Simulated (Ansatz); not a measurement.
# C₂H₇AlFN: basis-set convergence

Aim: see how fast density functionals converge with the basis set for C₂H₇AlFN.

The runs use Ansatz 0.2.0, Gaussian basis; one geometry, several basis sets.

The runs, in order: PBE0-D4/def2-SVP; ωB97M-V/def2-SVP; PBE0-D4/def2-QZVPP; ωB97M-V/def2-QZVPP; the functionals' def2-TZVPP values are taken from earlier runs.

**1. Structure used throughout**

An earlier PBE0-D4 in a triple-zeta def2 set relaxation fixed the geometry.

SMILES `C[CH2][Al]([NH2])[F]`, 12 atoms, charge 0, spin multiplicity 1.

Atoms are counted from 1 here; the program's logs count them from 0.

Bond lengths: C1–C2 1.529 Å, C1–H6 1.094 Å, C1–H7 1.094 Å, C1–H8 1.094 Å, C2–Al3 1.947 Å, C2–H9 1.097 Å, C2–H10 1.097 Å, Al3–N4 1.762 Å, Al3–F5 1.656 Å, N4–H11 1.007 Å, N4–H12 1.007 Å. Angles: C2–C1–H6 112.0°, C2–C1–H7 111.7°, C2–C1–H8 111.7°, H6–C1–H7 107.1°, H6–C1–H8 107.1°, H7–C1–H8 107.0°, C1–C2–Al3 115.0°, C1–C2–H9 110.3°, C1–C2–H10 110.3°, Al3–C2–H9 108.0°, Al3–C2–H10 108.1°, H9–C2–H10 104.6°, C2–Al3–N4 123.1°, C2–Al3–F5 120.4°, N4–Al3–F5 116.5°, Al3–N4–H11 125.1°, Al3–N4–H12 124.5°, H11–N4–H12 110.4°.

**2. PBE0-D4 in def2-SVP**

File in.yaml:

```yaml
crystal:
  periodic: [false, false, false]
  atoms:
    - {symbol: C, position_ang: [-0.605000, 0.715757, 1.318204]}
    - {symbol: C, position_ang: [0.529189, 0.985185, 0.328302]}
    - {symbol: Al, position_ang: [0.722460, -0.342383, -1.082101]}
    - {symbol: N, position_ang: [-0.319475, -1.755809, -1.223376]}
    - {symbol: F, position_ang: [1.907054, -0.181243, -2.227693]}
    - {symbol: H, position_ang: [-0.668970, 1.490004, 2.088371]}
    - {symbol: H, position_ang: [-0.473886, -0.239568, 1.833921]}
    - {symbol: H, position_ang: [-1.577432, 0.678401, 0.819426]}
    - {symbol: H, position_ang: [1.486828, 1.060486, 0.857631]}
    - {symbol: H, position_ang: [0.397430, 1.966253, -0.144001]}
    - {symbol: H, position_ang: [-0.245762, -2.459627, -1.939532]}
    - {symbol: H, position_ang: [-1.075335, -1.972555, -0.595052]}
basis:
  gaussian: {orbitals: def2-SVP}
hamiltonian: {xc: pbe0, dispersion: d4}
output: {orbitals: {seedname: orbitals}}
```

Further steps of the session: ωB97M-V in def2-SVP; PBE0-D4 in def2-QZVPP; ωB97M-V in def2-QZVPP.

**Question.** What will the summary of the whole plan be? Wanted: PBE0-D4: double and triple zeta above quadruple; ωB97M-V: double and triple zeta above quadruple.

The runs gave:

```
                                       quantity           value
PBE0-D4: double and triple zeta above quadruple  10.67, 0.60 eV
ωB97M-V: double and triple zeta above quadruple  10.91, 0.58 eV
```

For PBE0-D4 the step from double to triple zeta gains 10.07 eV and the next only 0.60 eV. These are total energies; as a rule much of such shifts cancels in differences, which this series doesn't test. The LUMO of ωB97M-V is positive and keeps falling with the basis (1.86 to 0.99 eV): an unbound level that the basis holds in place.
